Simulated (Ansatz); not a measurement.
# C₂H₈InNS: up Jacob's ladder to CCSD(T)

Aim: compute C₂H₈InNS with functionals from several rungs and with coupled cluster, and see how far each lands from CCSD(T) at the basis-set limit for the atomisation energy.

Method: functionals in def2-TZVPP, the program's frozen cores in correlated methods; program: Ansatz 0.2.0, Gaussian basis.

The runs, in order: PBE-D4, r2SCAN-D4, PBE0-D4, B3LYP-D4, ωB97X-V, ωB97M-V, B2PLYP; CCSD(T)/def2-TZVPP; MP2/def2-QZVPP; extrapolation to the limit.

## 1. Structure used throughout

The geometry comes from an earlier relaxation with PBE0-D4 in a triple-zeta def2 set; it is a stationary point, not always the lowest conformer. In takes the def2 core potential; no spin-orbit term is included.

SMILES `C[N](C)[InH][SH]`, 13 atoms, charge 0, spin multiplicity 1.

Atoms are counted from 1 here; the program's logs count them from 0.

Bond lengths: C1–N2 1.436 Å, C1–H6 1.092 Å, C1–H7 1.101 Å, C1–H8 1.101 Å, N2–C3 1.439 Å, N2–In4 2.011 Å, C3–H9 1.101 Å, C3–H10 1.093 Å, C3–H11 1.101 Å, In4–S5 2.385 Å, In4–H12 1.704 Å, S5–H13 1.343 Å. Angles: N2–C1–H6 111.4°, N2–C1–H7 111.8°, N2–C1–H8 111.8°, H6–C1–H7 107.3°, H6–C1–H8 107.3°, H7–C1–H8 107.0°, C1–N2–C3 112.7°, C1–N2–In4 125.2°, C3–N2–In4 122.2°, N2–C3–H9 111.8°, N2–C3–H10 111.2°, N2–C3–H11 111.7°, H9–C3–H10 107.5°, H9–C3–H11 106.9°, H10–C3–H11 107.5°, N2–In4–S5 115.9°, N2–In4–H12 121.0°, S5–In4–H12 123.1° and more.

## 2. PBE-D4 (GGA)

The input, in.yaml:

```yaml
crystal:
  periodic: [false, false, false]
  atoms:
    - {symbol: C, position_ang: [-1.186046, 0.362207, 0.536756]}
    - {symbol: N, position_ang: [0.097371, 0.267043, -0.100397]}
    - {symbol: C, position_ang: [0.572610, 1.537072, -0.582451]}
    - {symbol: In, position_ang: [1.157840, -1.426778, -0.320670]}
    - {symbol: S, position_ang: [0.159069, -3.404986, 0.561329]}
    - {symbol: H, position_ang: [-1.526494, -0.612156, 0.894627]}
    - {symbol: H, position_ang: [-1.162033, 1.040332, 1.404115]}
    - {symbol: H, position_ang: [-1.955673, 0.746553, -0.150748]}
    - {symbol: H, position_ang: [0.677983, 2.269670, 0.233026]}
    - {symbol: H, position_ang: [1.549333, 1.438033, -1.062848]}
    - {symbol: H, position_ang: [-0.115951, 1.976661, -1.320985]}
    - {symbol: H, position_ang: [2.674735, -1.416387, -1.095878]}
    - {symbol: H, position_ang: [-0.942745, -2.777275, 1.004113]}
basis:
  gaussian: {orbitals: def2-TZVPP}
hamiltonian: {xc: pbe, dispersion: d4}
output: {forces: true, orbitals: {seedname: orbitals}}
```

Launch:

```console
$ ansatz run in.yaml --threads 2 --pin off --events-out ev --progress --plain --max-ram 22528MiB --backend cuda --devices 0, --max-vram 18GiB
```

Further steps of the session: r2SCAN-D4 (meta-GGA); PBE0-D4 (hybrid); B3LYP-D4 (hybrid); ωB97X-V (range-separated); ωB97M-V (range-separated); B2PLYP (double hybrid); CCSD(T) in def2-TZVPP; MP2 in def2-QZVPP.

Before running them: what should the planned runs give, taken together? Wanted: atomisation energy, CCSD(T)/CBS; farthest; mean size of error, hybrid; mean size of error, range-separated; gap, smallest and largest; T1 diagnostic; triples share of the correlation energy.

The runs gave:

| quantity | value |
| --- | --- |
| atomisation energy, CCSD(T)/CBS | 4315.7 kJ/mol |
| functionals within 43.2 kJ/mol (1.0 %) | r2SCAN-D4, PBE0-D4, B3LYP-D4, ωB97X-V, ωB97M-V |
| farthest | B2PLYP (-73.8 kJ/mol) |
| mean size of error, hybrid | 14.6 kJ/mol |
| mean size of error, range-separated | 10.0 kJ/mol |
| gap, smallest and largest | 3.30 eV (PBE-D4), 9.15 eV (ωB97X-V) |
| T1 diagnostic | 0.0150 |
| triples share of the correlation energy | 3.8 % |

**Reading.** PBE-D4 misses by +58.0 kJ/mol. Double hybrids carry the basis error of their MP2 part in triple zeta, and no dispersion term here, so their miss is partly the set-up's. Misses under about 43.2 kJ/mol are within the doubt on the reference itself, which lacks core-valence correlation, spin-orbit coupling and higher excitations, and its outer-core shells are covered unevenly. All levels share the lack of spin-orbit coupling, which lowers the free heavy atoms and so the true binding. Hartree-Fock recovers 71 % of the binding; the rest is correlation. Orbital gaps span 3.3 to 9.2 eV; exact exchange widens them. Correlated methods include outer-core shells of In, which these sets cover unevenly.
